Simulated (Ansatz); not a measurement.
**Zr (P6_3/mmc): equation of state with a fit, by script**

Where is the equilibrium volume of Zr (P6_3/mmc), and how stiff is it? Wanted for Zr (P6_3/mmc): an equation of state with a fit.

Program: Ansatz 0.2.0, driven from Python. Level of theory: DFT PBE+D4, plane waves, norm-conserving potentials. These are calculated values, not measurements.

## Step 1: Starting point

It takes space group P6_3/mmc (No. 194, hexagonal). The conventional cell has a = 3.232 Å, b = 3.232 Å, c = 5.147 Å, α = 90.00°, β = 90.00°, γ = 120.00°. Around Zr (site symmetry -6m2) lie 12 Zr at 3.18 to 3.23 Å.

The script holds or builds the structure itself.

## Step 2: Script

Input file eos_zr.py:

```python
import ansatz as az
from ase.eos import EquationOfState
from ase.units import GPa
import numpy as np

VECTORS = np.array([
    [3.232, 0.0, 0.0],
    [-1.616, 2.798994, 0.0],
    [0.0, 0.0, 5.147],
])
SITES = [
    ("Zr", [1 / 3, 2 / 3, 0.25]),
    ("Zr", [2 / 3, 1 / 3, 0.75]),
]


def make_crystal(cell):
    crystal = az.Crystal(lattice=az.Lattice.of(cell))
    for symbol, position in SITES:
        crystal = crystal.atom(symbol, position)
    return crystal

volumes, energies, pressures = [], [], []
for scale in np.linspace(0.88, 1.12, 7):
    cell = VECTORS * scale ** (1 / 3)
    model = make_crystal(cell).calculation()
    model = model.functional("pbe", dispersion="d4")
    model = model.pseudopotentials("nc")
    model = model.occupations(az.OccupationsMethod.FERMI_DIRAC, width=0.05).mixing("anderson", ndim=8, beta=0.6)
    model = model.scf(tolerance=1e-07).kpoints(8, 8, 5)
    model = model.stress()
    report = model.run(threads=1, pin="off").report
    volumes.append(abs(np.linalg.det(cell)) / len(SITES))
    energies.append(report["free_energy_ev"] / len(SITES))
    pressures.append(np.trace(report["stress_gpa"]) / 3)
    print(f"V = {volumes[-1]:8.4f} A^3/atom  F = {energies[-1]:.5f} eV/atom  P = {pressures[-1]:8.3f} GPa")

eos = EquationOfState(volumes, energies, eos="murnaghan")
v0, e0, bulk = eos.fit()
print(f"V0 = {v0:.4f} A^3/atom, E0 = {e0:.5f} eV/atom, B = {bulk / GPa:.1f} GPa")
```

## Step 3: The calls as engine input

The engine receives this input (first run):

```yaml
crystal:
  lattice:
    - [3.097173795605384, 0.0, 0.0]
    - [-1.548586897802692, 2.682231086279918, 0.0]
    - [0.0, 0.0, 4.93228760086043]
  atoms:
    - { symbol: Zr, position: [0.3333333333333333, 0.6666666666666666, 0.25] }
    - { symbol: Zr, position: [0.6666666666666666, 0.3333333333333333, 0.75] }
kpoints:
  mp_grid:
    grid: [8, 8, 5]
hamiltonian:
  xc: pbe
  dispersion: d4
  pseudopotentials:
    kind: nc
scf:
  convergence:
    dr2_threshold: 1.0e-07
  mixing:
    algorithm: anderson
    beta: 0.6
    ndim: 8
  occupations:
    method: fermi_dirac
    width: 0.05
output:
  stress: true
```

## Step 4: Running it

Started as:

```bash
$ python eos_zr.py
```

**Question.** Where does the minimum lie against the volume typed, and how stiff is the crystal?

As calculated:

| quantity | value |
| --- | --- |
| runs compared | 7 |
| range of energy | 103.40 meV/atom |
| lowest point, volume (Å³/atom) | 23.281 |
| equilibrium volume (fit) | 23.09 Å³/atom |
| bulk modulus (fit) | 96 GPa |

**Reading.** A third-order Birch-Murnaghan fit through the 7 points has its minimum at 23.09 Å³ an atom, 0.8 % below the typed cell, with a bulk modulus of 96 GPa. From that minimum the energy rises by 103.8 meV an atom on the compressed side and 96.6 meV on the expanded side. What to keep in mind:
- Shape and fractional positions are held along the curve, so the bulk modulus is an upper value where they are free to relax, by a factor of two or more in layered or hydrogen-bonded cells.
- The mesh is modest for a metal, so energies can be off by several to tens of meV an atom and pressures by half a GPa or more; differences at equal mesh fare better.
- Pressure is positive in compression.
